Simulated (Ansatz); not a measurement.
# Ir: the cost of one run

Program: Ansatz 0.2.0. Level of theory: DFT PBE, scalar-relativistic, plane waves, PAW. These are calculated values, not measurements.

## 1. The system as given

It takes space group P4mm (No. 99, tetragonal). The conventional cell has a = 5.430 Å, b = 5.430 Å, c = 25.759 Å, α = 90.00°, β = 90.00°, γ = 90.00°. Ir (site symmetry m) is surrounded by 8 Ir at 2.71 Å. Ir (site symmetry 4mm) is surrounded by 12 Ir at 2.71 Å. Ir (site symmetry 2mm) has 12 Ir at 2.71 Å as nearest neighbours. Ir (site symmetry m) has 11 Ir at 2.71 Å as nearest neighbours. Around Ir (site symmetry 2mm) lie 6 Ir at 2.71 Å. Ir (site symmetry 4mm) has 8 Ir at 2.71 Å as nearest neighbours.

As a file:

```cif
data_structure
_symmetry_space_group_name_H-M 'P4mm'
_symmetry_Int_Tables_number 99
_cell_length_a 5.4297
_cell_length_b 5.4297
_cell_length_c 25.7591
_cell_angle_alpha 90.000
_cell_angle_beta 90.000
_cell_angle_gamma 90.000
_cell_volume 759.43
loop_
_atom_site_label
_atom_site_type_symbol
_atom_site_symmetry_multiplicity
_atom_site_Wyckoff_symbol
_atom_site_fract_x
_atom_site_fract_y
_atom_site_fract_z
_atom_site_occupancy
Ir1 Ir 4 d 0.25000 0.25000 0.38821 1
Ir2 Ir 1 a 0.00000 0.00000 0.46274 1
Ir3 Ir 2 c 0.00000 0.50000 0.46274 1
Ir4 Ir 1 b 0.50000 0.50000 0.46274 1
Ir5 Ir 4 d 0.25000 0.25000 0.53726 1
Ir6 Ir 2 c 0.00000 0.50000 0.61179 1
Ir7 Ir 1 b 0.50000 0.50000 0.61179 1
```

Slab cut from the bulk at the bulk's listed lattice constants, lower half held.

## 2. Relaxing the atoms

Input file input.yaml:

```yaml
crystal:
  lattice:
    - [5.42973156, 0.0, 0.0]
    - [0.0, 5.42973156, 0.0]
    - [0.0, 0.0, 25.7590998744]
  atoms:
    - { symbol: Ir, position: [0.25, 0.25, 0.388212323] }
    - { symbol: Ir, position: [0.25, 0.75, 0.388212323] }
    - { symbol: Ir, position: [0.75, 0.25, 0.388212323] }
    - { symbol: Ir, position: [0.75, 0.75, 0.388212323] }
    - { symbol: Ir, position: [0.0, 0.0, 0.4627374379] }
    - { symbol: Ir, position: [0.0, 0.5, 0.4627374379] }
    - { symbol: Ir, position: [0.5, 0.0, 0.4627374379] }
    - { symbol: Ir, position: [0.5, 0.5, 0.4627374379] }
    - { symbol: Ir, position: [0.25, 0.25, 0.5372625621] }
    - { symbol: Ir, position: [0.25, 0.75, 0.5372625621] }
    - { symbol: Ir, position: [0.75, 0.25, 0.5372625621] }
    - { symbol: Ir, position: [0.75, 0.75, 0.5372625621] }
    - { symbol: Ir, position: [0.0, 0.5, 0.611787677] }
    - { symbol: Ir, position: [0.5, 0.0, 0.611787677] }
    - { symbol: Ir, position: [0.5, 0.5, 0.611787677] }
basis:
  ecutwfc: 420.0
  fft_grid_basis: typed
kpoints:
  mp_grid: { grid: [5, 5, 1] }
hamiltonian:
  xc: pbe
  pseudopotentials: { kind: paw }
scf:
  occupations: { method: gaussian, width: 0.1 }
output:
  forces: true
  eigenvalues: true
efield:
  axis: 3
  dipole_correction: true
  ramp_width: 0.04
relax:
  adjacent_minimum: "off"
  f_tol: 0.04
  max_steps: 40
  constraints: [{ sites: [0, 1, 2, 3, 4, 5, 6, 7] }]
```

On the command line:

```bash
$ ansatz run input.yaml --threads 4 --pin off --max-ram 8847MiB --backend cpu --events-out ev --progress --plain --runs-dir out
```

**Question.** How long does this run take on 4 threads of Arm Neoverse N1, shared host, and how much memory does it need?

About 2.6 min, with a peak of 2.4 GiB.
